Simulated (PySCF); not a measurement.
# C₄H₉ClGa−: electronic excitations at several levels of theory

How much do the electronic excitations of C₄H₉ClGa− (`C[C@@]1([GaH3-])C[C@H]1Cl`) depend on the level of theory, and what does each level cost?

The runs use PySCF 2.14.0, with density-fitted response routines of our own; the level of theory stands in each step. All values are computed, except where a source is named. Atoms are numbered from 0 throughout.

## 1. Starting geometry

15 atoms, charge -1, multiplicity 1; geometry from: UFF.

Bonds of the start (Å): C0–C1 1.53, C1–Ga2 2.01, C1–C3 1.52, C3–C4 1.52, C4–Cl5 1.79, C4–C1 1.53, C0–H6 1.11, C0–H7 1.11, C0–H8 1.11, Ga2–H9 1.61, Ga2–H10 1.61, Ga2–H11 1.61, C3–H12 1.11, C3–H13 1.11, C4–H14 1.11.

## 2. Optimising the geometry at PBE0-D3(BJ)/def2-SVP

The job: settings as JSON, then the geometry in Å.

```
{"job": {"xc": "PBE0", "basis": "def2-SVP", "d3": "d3bj", "grid": 1, "kind": "geom"}, "charge": -1, "multiplicity": 1}
C     -0.200335    -1.062288    -1.241246
C     -0.017762    -0.065798    -0.091027
Ga     1.236946    -0.543159     1.407084
C     -0.073999     1.405756    -0.486713
C     -1.221204     0.790538     0.306524
Cl    -2.726368     0.623173    -0.647610
H     -0.731694    -0.625934    -2.113229
H     -0.769421    -1.942535    -0.876428
H      0.796788    -1.404934    -1.587627
H      1.304379     0.672140     2.461420
H      0.700037    -1.869467     2.144695
H      2.703781    -0.816627     0.802804
H      0.570107     2.082522     0.113696
H     -0.302524     1.619351    -1.552939
H     -1.268731     1.137263     1.360596
```

Run with:

```console
OMP_NUM_THREADS=1 python probes_run.py task.json out
```

One launch serves the whole session: the jobs run in the order shown.

The program printed:

```text
step   0  E = -2541.79333448  max force = 0.032995
step   1  E = -2541.80003184  max force = 0.020506
step   2  E = -2541.80120270  max force = 0.007640
step   3  E = -2541.80192694  max force = 0.003380
step   4  E = -2541.80202507  max force = 0.002041
step   5  E = -2541.80214559  max force = 0.002257
step   6  E = -2541.80218317  max force = 0.001928
step   7  E = -2541.80222786  max force = 0.001506
step   8  E = -2541.80225035  max force = 0.001118
step   9  E = -2541.80226515  max force = 0.000884
step  10  E = -2541.80227043  max force = 0.000632
step  11  E = -2541.80227282  max force = 0.000308
optimisation converged
```

Run time: 2.7 min. Hardware: 1 thread, shared host.

Step by step:

| step | energy from step 0 (eV) | largest force component (eV/Å) |
| --- | --- | --- |
| 0 | 0.0000 | 1.6967 |
| 1 | -0.1822 | 1.0545 |
| 2 | -0.2141 | 0.3929 |
| 3 | -0.2338 | 0.1738 |
| 4 | -0.2365 | 0.1050 |
| 5 | -0.2398 | 0.1161 |
| 6 | -0.2408 | 0.0991 |
| 7 | -0.2420 | 0.0774 |
| 8 | -0.2426 | 0.0575 |
| 9 | -0.2430 | 0.0455 |
| 10 | -0.2432 | 0.0325 |
| 11 | -0.2432 | 0.0158 |

Distances of close pairs at the start and the end, largest changes first:

| bond | before (Å) | after (Å) | change (Å) |
| --- | --- | --- | --- |
| C1–C4 | 1.530 | 1.489 | -0.041 |
| C1–Ga2 | 2.012 | 2.052 | +0.040 |
| C3–C4 | 1.524 | 1.494 | -0.031 |
| C0–C1 | 1.533 | 1.508 | -0.025 |
| C4–H14 | 1.111 | 1.094 | -0.017 |
| C3–H12 | 1.111 | 1.097 | -0.014 |
| C4–Cl5 | 1.790 | 1.803 | +0.013 |
| C3–H13 | 1.111 | 1.099 | -0.013 |

The end geometry stands in the next job.

| at the end point | value |
| --- | --- |
| point group (found at 0.08 Å tolerance) | C1 |
| rotational constants (GHz, main isotopes) | 4.018, 0.843, 0.808 |

## 3. TDDFT and polarisability: CAM-B3LYP/def2-SVPD

The job: settings as JSON, then the geometry in Å.

```
{"job": {"kind": "uv", "xc": "CAM-B3LYP", "basis": "def2-SVPD", "ip": true}, "charge": -1, "multiplicity": 1}
C     -0.170551    -1.083568    -1.201676
C     -0.013225    -0.049262    -0.116229
Ga     1.210451    -0.560480     1.449607
C     -0.029526     1.409123    -0.519957
C     -1.166308     0.819125     0.248786
Cl    -2.760811     0.698471    -0.584890
H     -0.861111    -0.762572    -2.004319
H     -0.559458    -2.029236    -0.787876
H      0.806938    -1.307968    -1.659804
H      1.142442     0.687386     2.484409
H      0.657203    -1.924695     2.121628
H      2.706590    -0.762973     0.862927
H      0.637739     2.121952    -0.020051
H     -0.256097     1.656120    -1.566118
H     -1.344275     1.088577     1.293565
```

With the program's defaults for keys left out, this is: TDDFT CAM-B3LYP/def2-SVPD, vertical, gas phase, core orbitals frozen in the response.

The program printed:

```text
coarse grid: 56704 points
cycle   1  E = -2542.3804433344  dE =  2.183e-02  |g| = 5.423e-01  |ddm| = 5.676e+00
cycle   2  E = -2542.3967191202  dE = -1.628e-02  |g| = 5.437e-01  |ddm| = 1.960e+00
cycle   3  E = -2542.4411055264  dE = -4.439e-02  |g| = 5.385e-02  |ddm| = 1.121e+00
cycle   4  E = -2542.4417333580  dE = -6.278e-04  |g| = 1.708e-02  |ddm| = 1.571e-01
cycle   5  E = -2542.4418115153  dE = -7.816e-05  |g| = 4.221e-03  |ddm| = 5.609e-02
cycle   6  E = -2542.4418161723  dE = -4.657e-06  |g| = 1.685e-03  |ddm| = 1.353e-02
final grid: 118216 points
cycle   7  E = -2542.4417931354  dE = -6.898e-08  |g| = 1.925e-03  |ddm| = 1.320e-02
cycle   8  E = -2542.4417927744  dE =  3.611e-07  |g| = 2.297e-03  |ddm| = 7.685e-03
cycle   9  E = -2542.4417940527  dE = -1.278e-06  |g| = 8.988e-05  |ddm| = 3.971e-03
cycle  10  E = -2542.4417940552  dE = -2.415e-09  |g| = 2.648e-05  |ddm| = 2.702e-04
cycle  11  E = -2542.4417940556  dE = -4.165e-10  |g| = 1.177e-05  |ddm| = 1.398e-04
converged SCF energy = -2542.4417940556

Static polarisability (au): isotropic 111.171, principal 99.815 103.434 130.264

Singlet excitations
state   eV       nm        f      main configurations
  1   5.5931    221.7   0.03121   H->L 0.47, H->L+1 0.35
  2   5.7418    215.9   0.08391   H->L 0.43, H->L+1 0.40, H->L+2 0.08
  3   5.9607    208.0   0.10853   H-1->L 0.70, H-1->L+1 0.25
  4   6.0668    204.4   0.11079   H-2->L 0.69, H-2->L+1 0.26
  5   6.3897    194.0   0.00469   H-1->L+1 0.29, H-3->L+1 0.13, H-1->L 0.11
  6   6.4488    192.3   0.02577   H->L+3 0.47, H->L+2 0.30
  7   6.5388    189.6   0.11575   H->L+2 0.44, H->L+3 0.35
  8   6.6082    187.6   0.00748   H-2->L+1 0.17, H-2->L+2 0.16, H-2->L+3 0.15
  9   6.6260    187.1   0.00849   H-1->L+2 0.20, H-3->L+1 0.20, H-1->L+4 0.14
 10   6.7173    184.6   0.01585   H->L+4 0.63, H->L+5 0.15

Triplet excitations (Tamm-Dancoff, eV): 5.2712 5.6260 5.7882 5.8821
Vertical ionisation energy (delta-SCF) = 4.2723 eV
```

It took 6.2 min on 1 thread, shared host.

The orbitals next to the gap, with their largest atomic shares:

| orbital | eV | atoms |
| --- | --- | --- |
| HOMO−3 | -5.39 | C1 24 %, Cl5 22 %, C4 17 % |
| HOMO−2 | -4.27 | Ga2 38 %, H9 37 %, H11 9 % |
| HOMO−1 | -4.15 | Ga2 37 %, H10 26 %, H11 24 % |
| HOMO | -3.76 | C1 32 %, Ga2 20 %, C3 10 % |
| LUMO | 4.23 | Ga2 47 %, Cl5 20 %, C0 5 % |
| LUMO+1 | 4.40 | Cl5 57 %, Ga2 23 %, C4 8 % |
| LUMO+2 | 5.12 | Cl5 19 %, Ga2 17 %, H13 17 % |

With each of the 10 states as a Gaussian band of 0.4 eV half-width at 1/e, the curve within the window shown has maxima at 207 nm (ε 13,000) L/(mol cm). Beyond the last state computed it falls off for lack of states. The curve at chosen wavelengths:

```csv
nm,ε (L/mol/cm)
177,1899
180,3392
183,5177
186,6922
188,7920
191,9098
194,9989
197,10774
200,11542
203,12212
205,12510
208,12595
211,12155
214,11205
217,9866
220,8312
222,7242
225,5695
228,4309
231,3141
234,2210
237,1503
239,1141
242,736
245,460
248,280
```

Ground-state properties from the same run:

| property | computed |
| --- | --- |
| polarisability (Å³) | 16.47 |
| HOMO–LUMO gap (eV) | 7.99 |
| −ε(HOMO) (eV) | 3.76 |

## 4. Excited states and response: wB97X-D/def2-SVPD

Same as in step 3 but for these lines:

```diff
@@ -1,2 +1,2 @@
-{"job": {"kind": "uv", "xc": "CAM-B3LYP", "basis": "def2-SVPD", "ip": true}, "charge": -1, "multiplicity": 1}
+{"job": {"kind": "uv", "xc": "wB97X-D", "basis": "def2-SVPD", "ip": true}, "charge": -1, "multiplicity": 1}
 C     -0.170551    -1.083568    -1.201676
```

Level: TDDFT wB97X-D/def2-SVPD, vertical, gas phase, core orbitals frozen in the response.

The program printed:

```text
coarse grid: 56704 points
cycle   1  E = -2542.3611808204  dE =  5.044e-02  |g| = 5.038e-01  |ddm| = 5.605e+00
cycle   2  E = -2542.3857739834  dE = -2.459e-02  |g| = 4.645e-01  |ddm| = 1.754e+00
cycle   3  E = -2542.4178380306  dE = -3.206e-02  |g| = 5.154e-02  |ddm| = 9.525e-01
cycle   4  E = -2542.4184152968  dE = -5.773e-04  |g| = 1.694e-02  |ddm| = 1.634e-01
cycle   5  E = -2542.4184889076  dE = -7.361e-05  |g| = 5.639e-03  |ddm| = 5.309e-02
cycle   6  E = -2542.4184973793  dE = -8.472e-06  |g| = 2.022e-03  |ddm| = 1.981e-02
final grid: 118216 points
cycle   7  E = -2542.4183692364  dE = -2.768e-06  |g| = 1.825e-03  |ddm| = 2.176e-02
cycle   8  E = -2542.4183693842  dE = -1.478e-07  |g| = 1.762e-03  |ddm| = 7.714e-03
cycle   9  E = -2542.4183701056  dE = -7.214e-07  |g| = 1.438e-04  |ddm| = 3.624e-03
cycle  10  E = -2542.4183701186  dE = -1.295e-08  |g| = 7.185e-05  |ddm| = 7.572e-04
cycle  11  E = -2542.4183701213  dE = -2.691e-09  |g| = 2.458e-05  |ddm| = 3.735e-04
cycle  12  E = -2542.4183701215  dE = -2.037e-10  |g| = 8.215e-06  |ddm| = 9.963e-05
converged SCF energy = -2542.4183701215

Static polarisability (au): isotropic 112.120, principal 100.896 104.626 130.839

Singlet excitations
state   eV       nm        f      main configurations
  1   5.7565    215.4   0.07517   H->L+1 0.68
  2   5.9248    209.3   0.05495   H->L 0.82, H->L+2 0.12
  3   5.9934    206.9   0.12853   H-1->L 0.89
  4   6.0970    203.4   0.12976   H-2->L 0.87
  5   6.5024    190.7   0.00626   H-1->L+1 0.26, H-1->L+2 0.21, H-3->L+1 0.13
  6   6.6453    186.6   0.03329   H-2->L+2 0.33, H->L+3 0.12
  7   6.6780    185.7   0.02213   H-3->L+1 0.28, H-1->L+2 0.20, H-2->L+2 0.12
  8   6.7283    184.3   0.13426   H->L+3 0.54, H->L+2 0.12
  9   6.7427    183.9   0.07871   H->L+2 0.56, H->L+3 0.15
 10   6.9527    178.3   0.00509   H-1->L+6 0.16, H-2->L+5 0.14, H-2->L+1 0.12

Triplet excitations (Tamm-Dancoff, eV): 5.3903 5.8395 5.9222 6.0283
Vertical ionisation energy (delta-SCF) = 4.2273 eV
```

Run time: 6.1 min. Hardware: 1 thread, shared host.

This run: HOMO -4.28 eV, LUMO 4.98 eV; lowest singlet 5.76 eV.

## 5. TDDFT and polarisability: LC-wPBE/def2-SVPD

Same as in step 4 but for these lines:

```diff
@@ -1,2 +1,2 @@
-{"job": {"kind": "uv", "xc": "wB97X-D", "basis": "def2-SVPD", "ip": true}, "charge": -1, "multiplicity": 1}
+{"job": {"kind": "uv", "xc": "LC-wPBE", "basis": "def2-SVPD", "ip": true}, "charge": -1, "multiplicity": 1}
 C     -0.170551    -1.083568    -1.201676
```

Method: TDDFT LC-wPBE/def2-SVPD, vertical, gas phase, core orbitals frozen in the response.

The program printed:

```text
coarse grid: 56704 points
cycle   1  E = -2541.8811209750  dE =  1.373e-01  |g| = 5.540e-01  |ddm| = 5.502e+00
cycle   2  E = -2541.9138294400  dE = -3.271e-02  |g| = 4.909e-01  |ddm| = 1.628e+00
cycle   3  E = -2541.9445184756  dE = -3.069e-02  |g| = 6.072e-02  |ddm| = 8.748e-01
cycle   4  E = -2541.9453039438  dE = -7.855e-04  |g| = 2.393e-02  |ddm| = 1.637e-01
cycle   5  E = -2541.9454310077  dE = -1.271e-04  |g| = 7.241e-03  |ddm| = 5.591e-02
cycle   6  E = -2541.9454475959  dE = -1.659e-05  |g| = 1.695e-03  |ddm| = 2.567e-02
cycle   7  E = -2541.9454492954  dE = -1.699e-06  |g| = 4.387e-04  |ddm| = 7.617e-03
final grid: 118216 points
cycle   8  E = -2541.9453828919  dE = -2.386e-07  |g| = 4.057e-04  |ddm| = 8.820e-03
cycle   9  E = -2541.9453829285  dE = -3.657e-08  |g| = 3.303e-04  |ddm| = 1.848e-03
cycle  10  E = -2541.9453829553  dE = -2.687e-08  |g| = 5.226e-05  |ddm| = 6.665e-04
cycle  11  E = -2541.9453829578  dE = -2.478e-09  |g| = 3.240e-05  |ddm| = 2.930e-04
cycle  12  E = -2541.9453829583  dE = -4.734e-10  |g| = 8.048e-06  |ddm| = 1.346e-04
converged SCF energy = -2541.9453829583

Static polarisability (au): isotropic 107.192, principal 96.674 100.178 124.722

Singlet excitations
state   eV       nm        f      main configurations
  1   6.2107    199.6   0.07734   H->L+1 0.49, H->L+8 0.10
  2   6.5085    190.5   0.06233   H->L 0.71, H->L+2 0.12
  3   6.5210    190.1   0.12480   H-1->L 0.80
  4   6.6304    187.0   0.13786   H-2->L 0.83
  5   6.9483    178.4   0.00518   H-3->L+1 0.24, H-1->L+1 0.15
  6   7.0863    175.0   0.01784   H-1->L+2 0.28, H-1->L+4 0.14, H-3->L+1 0.14
  7   7.1366    173.7   0.03225   H-2->L+2 0.37, H-2->L+4 0.12, H-2->L+3 0.09
  8   7.2649    170.7   0.06945   H->L+3 0.68
  9   7.3004    169.8   0.21631   H->L+2 0.59, H->L 0.12
 10   7.4116    167.3   0.00598   H-1->L+5 0.18, H-1->L+6 0.17, H-2->L+5 0.10

Triplet excitations (Tamm-Dancoff, eV): 5.7024 6.2096 6.2888 6.3574
Vertical ionisation energy (delta-SCF) = 4.3873 eV
```

Run time: 5.6 min. Hardware: 1 thread, shared host.

Key values: HOMO -5.03 eV, LUMO 4.97 eV; lowest singlet 6.21 eV.

## 6. TDDFT and polarisability: PBE0/6-31G*

Same as in step 5 but for these lines:

```diff
@@ -1,2 +1,2 @@
-{"job": {"kind": "uv", "xc": "LC-wPBE", "basis": "def2-SVPD", "ip": true}, "charge": -1, "multiplicity": 1}
+{"job": {"kind": "uv", "xc": "PBE0", "basis": "6-31G*"}, "charge": -1, "multiplicity": 1}
 C     -0.170551    -1.083568    -1.201676
```

With the program's defaults for keys left out, this is: TDDFT PBE0/6-31G*, vertical, gas phase, core orbitals frozen in the response.

The program printed:

```text
coarse grid: 56704 points
cycle   1  E = -2541.9186069176  dE = -3.434e-02  |g| = 5.654e-01  |ddm| = 3.568e+00
cycle   2  E = -2541.9045617827  dE =  1.405e-02  |g| = 6.615e-01  |ddm| = 1.260e+00
cycle   3  E = -2541.9862404958  dE = -8.168e-02  |g| = 7.848e-02  |ddm| = 6.751e-01
cycle   4  E = -2541.9878359435  dE = -1.595e-03  |g| = 2.276e-02  |ddm| = 1.191e-01
cycle   5  E = -2541.9879518930  dE = -1.159e-04  |g| = 8.865e-03  |ddm| = 3.323e-02
cycle   6  E = -2541.9879687578  dE = -1.686e-05  |g| = 1.495e-03  |ddm| = 1.181e-02
cycle   7  E = -2541.9879693120  dE = -5.542e-07  |g| = 4.294e-04  |ddm| = 2.226e-03
final grid: 118216 points
cycle   8  E = -2541.9879800082  dE = -8.067e-08  |g| = 4.662e-04  |ddm| = 1.885e-03
cycle   9  E = -2541.9879799733  dE =  3.486e-08  |g| = 5.927e-04  |ddm| = 1.251e-03
cycle  10  E = -2541.9879800661  dE = -9.278e-08  |g| = 5.771e-05  |ddm| = 7.239e-04
cycle  11  E = -2541.9879800669  dE = -8.172e-10  |g| = 7.344e-06  |ddm| = 7.160e-05
converged SCF energy = -2541.9879800669

Static polarisability (au): isotropic 86.435, principal 75.462 77.598 106.245

Singlet excitations
state   eV       nm        f      main configurations
  1   5.6637    218.9   0.10331   H->L 0.96
  2   6.3485    195.3   0.01670   H-1->L 0.87, H-3->L 0.09
  3   6.5014    190.7   0.00122   H-2->L 0.94
  4   6.6512    186.4   0.11817   H->L+1 0.91
  5   6.8719    180.4   0.00231   H-3->L 0.48, H-1->L+1 0.47
  6   7.0271    176.4   0.00159   H-2->L+1 0.56, H-1->L+1 0.22, H-3->L 0.15
  7   7.1262    174.0   0.02611   H-2->L+1 0.36, H-1->L+1 0.26, H-3->L 0.24
  8   7.2719    170.5   0.02904   H->L+2 0.92
  9   7.3895    167.8   0.04265   H->L+3 0.90
 10   7.5055    165.2   0.16986   H-4->L 0.78

Triplet excitations (Tamm-Dancoff, eV): 5.1740 6.0281 6.1886 6.3569
```

Wall time 26 s (1 thread, shared host).

Key values: HOMO -2.15 eV, LUMO 4.78 eV; lowest singlet 5.66 eV.

## 7. Excited states and response: PBE0/def2-SVP

Same as in step 6 but for these lines:

```diff
@@ -1,2 +1,2 @@
-{"job": {"kind": "uv", "xc": "PBE0", "basis": "6-31G*"}, "charge": -1, "multiplicity": 1}
+{"job": {"kind": "uv", "xc": "PBE0", "basis": "def2-SVP"}, "charge": -1, "multiplicity": 1}
 C     -0.170551    -1.083568    -1.201676
```

Method: TDDFT PBE0/def2-SVP, vertical, gas phase, core orbitals frozen in the response.

The program printed:

```text
coarse grid: 56704 points
cycle   1  E = -2541.7263988534  dE = -9.728e-02  |g| = 5.342e-01  |ddm| = 3.917e+00
cycle   2  E = -2541.7161541425  dE =  1.024e-02  |g| = 6.115e-01  |ddm| = 1.313e+00
cycle   3  E = -2541.7879310332  dE = -7.178e-02  |g| = 8.135e-02  |ddm| = 7.145e-01
cycle   4  E = -2541.7895996366  dE = -1.669e-03  |g| = 2.363e-02  |ddm| = 1.308e-01
cycle   5  E = -2541.7897136953  dE = -1.141e-04  |g| = 9.153e-03  |ddm| = 3.749e-02
cycle   6  E = -2541.7897318716  dE = -1.818e-05  |g| = 1.354e-03  |ddm| = 1.335e-02
cycle   7  E = -2541.7897323298  dE = -4.583e-07  |g| = 4.561e-04  |ddm| = 2.376e-03
final grid: 118216 points
cycle   8  E = -2541.7897258539  dE = -5.917e-08  |g| = 6.157e-04  |ddm| = 2.675e-03
cycle   9  E = -2541.7897257570  dE =  9.684e-08  |g| = 8.750e-04  |ddm| = 1.928e-03
cycle  10  E = -2541.7897259537  dE = -1.966e-07  |g| = 5.645e-05  |ddm| = 1.135e-03
cycle  11  E = -2541.7897259544  dE = -7.717e-10  |g| = 8.793e-06  |ddm| = 6.912e-05
converged SCF energy = -2541.7897259544

Static polarisability (au): isotropic 88.185, principal 78.590 81.801 104.165

Singlet excitations
state   eV       nm        f      main configurations
  1   6.0141    206.2   0.09598   H->L 0.96
  2   6.6353    186.9   0.00742   H-1->L 0.87
  3   6.7419    183.9   0.01757   H->L+1 0.84, H-2->L 0.14
  4   6.7714    183.1   0.00853   H-2->L 0.81, H->L+1 0.13
  5   7.0864    175.0   0.01723   H-1->L+1 0.74, H-3->L 0.18
  6   7.2068    172.0   0.01461   H-2->L+1 0.71, H-3->L 0.10
  7   7.2708    170.5   0.08436   H->L+2 0.86
  8   7.3235    169.3   0.03227   H-3->L 0.60, H-1->L+1 0.15, H-1->L 0.10
  9   7.5515    164.2   0.02126   H->L+3 0.96
 10   7.7375    160.2   0.02464   H-1->L+2 0.39, H-4->L 0.38, H-2->L+2 0.09

Triplet excitations (Tamm-Dancoff, eV): 5.5021 6.3050 6.3921 6.5853
```

It took 33 s on 1 thread, shared host.

This run: HOMO -2.20 eV, LUMO 5.10 eV; lowest singlet 6.01 eV.

## 8. Ultraviolet spectrum: PBE0/def2-TZVP

Same as in step 7 but for these lines:

```diff
@@ -1,2 +1,2 @@
-{"job": {"kind": "uv", "xc": "PBE0", "basis": "def2-SVP"}, "charge": -1, "multiplicity": 1}
+{"job": {"kind": "uv", "xc": "PBE0", "basis": "def2-TZVP"}, "charge": -1, "multiplicity": 1}
 C     -0.170551    -1.083568    -1.201676
```

Level: TDDFT PBE0/def2-TZVP, vertical, gas phase, core orbitals frozen in the response.

The program printed:

```text
coarse grid: 56704 points
cycle   1  E = -2542.2781766352  dE = -4.320e-02  |g| = 7.609e-01  |ddm| = 2.902e+00
cycle   2  E = -2542.2430718115  dE =  3.510e-02  |g| = 9.512e-01  |ddm| = 1.732e+00
cycle   3  E = -2542.3609052797  dE = -1.178e-01  |g| = 9.286e-02  |ddm| = 8.978e-01
cycle   4  E = -2542.3628217239  dE = -1.916e-03  |g| = 3.750e-02  |ddm| = 1.233e-01
cycle   5  E = -2542.3631165857  dE = -2.949e-04  |g| = 1.212e-02  |ddm| = 4.878e-02
cycle   6  E = -2542.3631473568  dE = -3.077e-05  |g| = 2.311e-03  |ddm| = 1.701e-02
cycle   7  E = -2542.3631484420  dE = -1.085e-06  |g| = 6.517e-04  |ddm| = 3.169e-03
final grid: 118216 points
cycle   8  E = -2542.3631312765  dE = -1.617e-07  |g| = 9.000e-04  |ddm| = 9.317e-03
cycle   9  E = -2542.3631310761  dE =  2.004e-07  |g| = 1.337e-03  |ddm| = 2.037e-03
cycle  10  E = -2542.3631314655  dE = -3.894e-07  |g| = 9.901e-05  |ddm| = 1.081e-03
cycle  11  E = -2542.3631314677  dE = -2.226e-09  |g| = 1.840e-05  |ddm| = 9.655e-05
cycle  12  E = -2542.3631314678  dE = -6.003e-11  |g| = 8.113e-06  |ddm| = 3.306e-05
converged SCF energy = -2542.3631314678

Static polarisability (au): isotropic 103.124, principal 91.316 95.673 122.383

Singlet excitations
state   eV       nm        f      main configurations
  1   5.5885    221.9   0.08115   H->L 0.97
  2   6.2581    198.1   0.01276   H-1->L 0.87, H-3->L 0.09
  3   6.2993    196.8   0.00243   H->L+1 0.96
  4   6.3977    193.8   0.00615   H-2->L 0.94
  5   6.7031    185.0   0.03400   H-1->L+1 0.59, H->L+2 0.17, H-3->L 0.13
  6   6.7412    183.9   0.08758   H->L+2 0.72, H-1->L+1 0.15
  7   6.8398    181.3   0.03139   H-2->L+1 0.60, H-3->L 0.13, H-2->L+2 0.12
  8   6.9124    179.4   0.02696   H-3->L 0.56, H-1->L+1 0.14, H-2->L+1 0.13
  9   7.0337    176.3   0.02975   H->L+3 0.95
 10   7.2183    171.8   0.02217   H-1->L+2 0.71

Triplet excitations (Tamm-Dancoff, eV): 5.1258 5.9672 6.0623 6.2679
```

Wall time 84 s (1 thread, shared host).

In short: HOMO -2.36 eV, LUMO 4.49 eV; lowest singlet 5.59 eV.

## 9. Run by run: electronic excitations

Excitations and ground-state properties, with basis size and wall time:

| run | lowest singlet (eV) | brightest (eV) | f | gap (eV) | α (Å³) | functions | time |
| --- | --- | --- | --- | --- | --- | --- | --- |
| CAM-B3LYP/def2-SVPD | 5.59 | 6.54 | 0.116 | 7.99 | 16.47 | 217 | 6.2 min |
| wB97X-D/def2-SVPD | 5.76 | 6.73 | 0.134 | 9.26 | 16.61 | 217 | 6.1 min |
| LC-wPBE/def2-SVPD | 6.21 | 7.30 | 0.216 | 10.00 | 15.88 | 217 | 5.6 min |
| PBE0/6-31G* | 5.66 | 7.51 | 0.170 | 6.93 | 12.81 | 124 | 26 s |
| PBE0/def2-SVP | 6.01 | 6.01 | 0.096 | 7.30 | 13.07 | 151 | 33 s |
| PBE0/def2-TZVP | 5.59 | 6.74 | 0.088 | 6.85 | 15.28 | 263 | 84 s |

## 10. Summary of results

```
                                quantity                        value
                             point group                           C1
    rotational constants (main isotopes)         4.02, 0.84, 0.81 GHz
    lowest singlet (CAM-B3LYP/def2-SVPD)  5.59 eV (222 nm), f = 0.031
brightest single state of those computed  state 7, 6.54 eV, f = 0.116
                          lowest triplet                      5.27 eV
       vertical ionisation energy (ΔSCF)                      4.27 eV
             range of the lowest singlet              5.59 to 6.21 eV
```

What this shows: Single values in the summary come from the first run of each kind that ended normally (CAM-B3LYP/def2-SVPD), which need not be the best level. Relaxing lowered the energy by 0.243 eV in 11 steps; the close pair that moved most is C1–C4, from 1.530 to 1.489 Å. The first singlet state (HOMO→LUMO 0.47, HOMO→LUMO+1 0.35) lies at 5.59 eV and is weak; of the 10 states computed, the strongest absorption comes from state 7 at 6.54 eV. The lowest triplet lies 0.32 eV below the lowest singlet (triplets in Tamm-Dancoff, singlets in full TDDFT). In the gas-phase run even the lowest singlet lies above the computed detachment energy of this anion, so its states are not to be taken as bound. At CAM-B3LYP/def2-SVPD, all states lie near or above the ionisation energy, where they hang on the basis. The orbital energy would give 3.76 eV for ionisation, ΔSCF gives 4.27 eV. The lowest singlet runs from 5.59 eV (PBE0/def2-TZVP) to 6.21 eV (LC-wPBE/def2-SVPD), while the orbital gap spans 6.85 to 10.00 eV. The lowest state need not be the same one in every run.
